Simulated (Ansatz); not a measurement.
**CH6BNO2: two torsions**

A grid of calculations on CH6BNO2, to see where the energy is lowest and how it rises around there.

Program: Ansatz 0.2.0. Level of theory: RKS r2SCAN-D4/def2-SVP. These are calculated values, not measurements.

**1. Where the work starts**

11 atoms, charge 0, spin multiplicity 1.

Atoms are counted from 1 here; the program's logs count them from 0.

Bond lengths: B1–C2 1.613 Å, B1–O4 1.443 Å, B1–H6 1.254 Å, B1–H7 1.263 Å, C2–N3 1.332 Å, C2–O5 1.324 Å, N3–H8 1.025 Å, N3–H9 1.024 Å, O4–H10 0.968 Å, O5–H11 0.983 Å. Angles: C2–B1–O4 115.0°, C2–B1–H6 104.2°, C2–B1–H7 96.6°, O4–B1–H6 114.7°, O4–B1–H7 116.8°, H6–B1–H7 107.5°, B1–C2–N3 120.3°, B1–C2–O5 121.2°, N3–C2–O5 118.4°, C2–N3–H8 125.2°, C2–N3–H9 115.8°, H8–N3–H9 118.4°, B1–O4–H10 110.5°, C2–O5–H11 112.8°.

Coordinates:

```xyz
11

B     0.0823    1.1243   -0.0525
C     0.0497   -0.4885   -0.0340
N    -0.2739   -1.1407    1.0819
O     1.0213    1.7050   -0.9816
O     0.2637   -1.1915   -1.1353
H     0.2673    1.4410    1.1463
H    -1.1438    1.2909   -0.3048
H    -0.5265   -2.1330    1.1350
H    -0.4012   -0.5599    1.9160
H     0.5585    2.0546   -1.7568
H     0.1678   -2.1592   -0.9937
```

This geometry comes from a loose relaxation at PBE in a small basis, which is not shown.

**3. The grid**

First coordinate, dihedral C2–B1–O4–H10: 15 values from −180 to 156 °, periodic. Second coordinate, dihedral B1–C2–N3–H8: 15 values from −180 to 156 °, periodic.

Nothing else is relaxed (all other coordinates rigid). Energies count from the relaxed molecule at the same level. Points are written as (first, second).

(The set-up runs are not shown.)

**4. Grid point (−84°, 12°)**

input.yaml

```yaml
crystal:
  periodic: [false, false, false]
  atoms:
    - { symbol: B, position_ang: [0.060522, 1.070527, -0.143795] }
    - { symbol: C, position_ang: [0.058402, -0.517338, -0.041665] }
    - { symbol: "N", position_ang: [-0.251315, -1.130346, 1.097512] }
    - { symbol: O, position_ang: [0.904013, 1.529325, -1.210952] }
    - { symbol: O, position_ang: [0.259269, -1.263319, -1.106829] }
    - { symbol: H, position_ang: [0.274336, 1.493607, 1.01102] }
    - { symbol: H, position_ang: [-1.184338, 1.160876, -0.335699] }
    - { symbol: H, position_ang: [-0.666753, -0.666953, 1.902245] }
    - { symbol: H, position_ang: [0.122011, -2.066883, 1.223712] }
    - { symbol: H, position_ang: [1.8144, 1.579011, -0.906473] }
    - { symbol: H, position_ang: [0.150116, -2.212585, -0.9243] }
basis:
  gaussian: { orbitals: def2-SVP }
hamiltonian:
  xc: r2scan
  dispersion: d4
output:
  forces: true
```

Started as:

```bash
> ansatz run input.yaml --threads 1 --pin off --max-ram 2560MiB --backend cpu --events-out ev --progress --plain --runs-dir out
```

Further runs follow: the other points that were computed.

What does the calculation give? Wanted: lowest point; highest computed point; largest force on an atom; dipole moment.

As calculated:

| quantity | value |
| --- | --- |
| lowest point | (156°, 156°), 1.3 kJ/mol |
| highest computed point | (−36°, −108°), 148 kJ/mol above the lowest |
| largest force on an atom (eV/Å) | 0.15 at (−180°, 156°) to 3.39 at (−84°, 84°); 0.15 at the lowest point |
| dipole moment (D) | 5.14 at (−180°, 84°) to 8.58 at (−12°, −12°); 6.32 at the lowest point |
| time for the whole task | 23 min on 1 thread, shared host |

In words: The lowest computed point is at (156°, 156°), 1.3 kJ/mol from the relaxed molecule at the same level. There is a further well near (156°, −12°) (7 kJ/mol above the lowest at that grid point). The highest computed point, (−36°, −108°), lies 148 kJ/mol above the lowest. On the interpolated surface the easiest way out of the lowest well to its copy in the next cell or period passes a barrier of about 15 kJ/mol. Round the minimum the two coordinates are nearly uncoupled.
